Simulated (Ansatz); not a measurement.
# ClTi: the cost of one run

The runs use Ansatz 0.2.0, Gaussian basis; def2-TZVPP, core rule «outside noble gas», up to 14 orbitals frozen.

To be run: UHF; ROHF; CCSD(T) on UHF.

2 further runs of the same task are left out: 2 set aside as unsound or not needed.

### 1 The system

The geometry is a PBE0/def2-TZVP stationary point (not a proven minimum) of the parent state, kept for this charge and spin.

2 atoms, charge 0, spin multiplicity 4.

Atoms are counted from 1 here; the program's logs count them from 0.

Bond lengths: Ti1–Cl2 2.208 Å.

Geometry (Å):

```xyz
2
charge 0, multiplicity 4
Ti    0.00000    0.00000    0.00000
Cl    0.00000    0.00000    2.20842
```

### 2 UHF

File in.yaml:

```yaml
crystal:
  periodic: [false, false, false]
  atoms:
    - {symbol: Ti, position_ang: [0.000000, 0.000000, 0.000000]}
    - {symbol: Cl, position_ang: [0.000000, 0.000000, 2.208423]}
basis:
  gaussian: {orbitals: def2-TZVPP}
magnetization: {spin_polarized: true, initial_magnetization: 3}
hamiltonian: {xc: hf}
output: {orbitals: {seedname: orbitals}}
```

On the command line:

```console
$ ansatz run in.yaml --threads 1 --pin off --events-out ev --progress --plain --max-ram 3968MiB --backend cpu
```

Q: Estimate wall time and peak memory on 1 thread of AMD EPYC 7R13, shared host.

About 20 s, with a peak of 0.32 GiB.
